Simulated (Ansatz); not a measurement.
**GaH₅O₃ (built from SMILES OO.[OH][GaH2]): Born-Oppenheimer dynamics**

The task is to watch the atoms for 40 steps of 0.5 fs, started with velocities for 100 K and run at constant energy, and see to which side of the barrier the system falls.

Program: Ansatz 0.2.0, Gaussian basis. Level of theory: PBE0-D4/def2-SVP. These are calculated values, not measurements.

### 1 Where the work starts

The start, a first-order saddle point found at PBE0-D4 in triple zeta: 9 atoms, charge 0, spin multiplicity 1.

Atoms are counted from 1 here; the program's logs count them from 0.

Bond lengths: Ga1–O2 2.041 Å, Ga1–H3 1.553 Å, Ga1–H4 1.571 Å, Ga1–O6 2.215 Å, Ga1–O7 2.082 Å, O2–H5 1.050 Å, O2–H8 0.962 Å, O6–O7 1.475 Å, O7–H9 0.964 Å. Angles: O2–Ga1–H3 115.5°, O2–Ga1–H4 99.4°, O2–Ga1–O6 68.5°, O2–Ga1–O7 93.3°, H3–Ga1–H4 129.5°, H3–Ga1–O6 96.3°, H3–Ga1–O7 114.1°, H4–Ga1–O6 131.3°, H4–Ga1–O7 98.1°, O6–Ga1–O7 40.0°, Ga1–O2–H5 80.3°, Ga1–O2–H8 114.1°, H5–O2–H8 110.6°, Ga1–O6–O7 65.1°, Ga1–O7–O6 74.9°, Ga1–O7–H9 119.1°, O6–O7–H9 101.3°.

Geometry (Å):

| atom | x (Å) | y (Å) | z (Å) |
| --- | --- | --- | --- |
| Ga1 | -0.89739 | -0.23956 | -0.06646 |
| O2 | 0.65326 | -1.28690 | 0.74749 |
| H3 | -1.48966 | -0.82941 | -1.37550 |
| H4 | -1.63044 | 0.19962 | 1.25155 |
| H5 | 1.19168 | -0.59666 | 0.16848 |
| O6 | 1.04474 | 0.37682 | -0.93433 |
| O7 | 0.24978 | 1.47413 | -0.35047 |
| H8 | 0.78973 | -1.12234 | 1.68534 |
| H9 | 0.08830 | 2.02420 | -1.12608 |

### 2 The run

File md/in.yaml:

```yaml
crystal:
  periodic: [false, false, false]
  atoms:
    - {symbol: Ga, position_ang: [-0.897389, -0.239561, -0.066458]}
    - {symbol: O, position_ang: [0.653256, -1.286900, 0.747488]}
    - {symbol: H, position_ang: [-1.489656, -0.829409, -1.375500]}
    - {symbol: H, position_ang: [-1.630445, 0.199620, 1.251547]}
    - {symbol: H, position_ang: [1.191682, -0.596657, 0.168475]}
    - {symbol: O, position_ang: [1.044742, 0.376817, -0.934332]}
    - {symbol: O, position_ang: [0.249778, 1.474133, -0.350474]}
    - {symbol: H, position_ang: [0.789731, -1.122337, 1.685337]}
    - {symbol: H, position_ang: [0.088301, 2.024196, -1.126083]}
basis:
  gaussian: {orbitals: def2-SVP}
hamiltonian: {xc: pbe0, dispersion: d4}
md: {n_steps: 40, timestep: 0.5, temperature: 100, ensemble: nve, seed: 916, initial_velocities: maxwell_boltzmann}
```

Started as:

```console
ansatz run in.yaml --threads 4 --pin off --events-out ev --progress --plain --max-ram 9574MiB
```

Q: Predict the outcome of this session. Wanted: temperature at the start; mean temperature, second half; lowest and highest potential energy, from the first frame; largest change of potential + kinetic.

As calculated:

| quantity | value |
| --- | --- |
| length | 40 steps, 20.0 fs |
| temperature at the start | 100 K |
| mean temperature, second half | 42 K |
| lowest and highest potential energy, from the first frame | 0 and 65 meV |
| largest change of potential + kinetic | 0.7 meV |

**Reading.** By the last frame it has not clearly left the saddle region. With no thermostat the total energy should stay fixed; it holds within 0.7 meV, small beside the kinetic energy, so the time step serves. The temperature runs between 29 and 100 K.
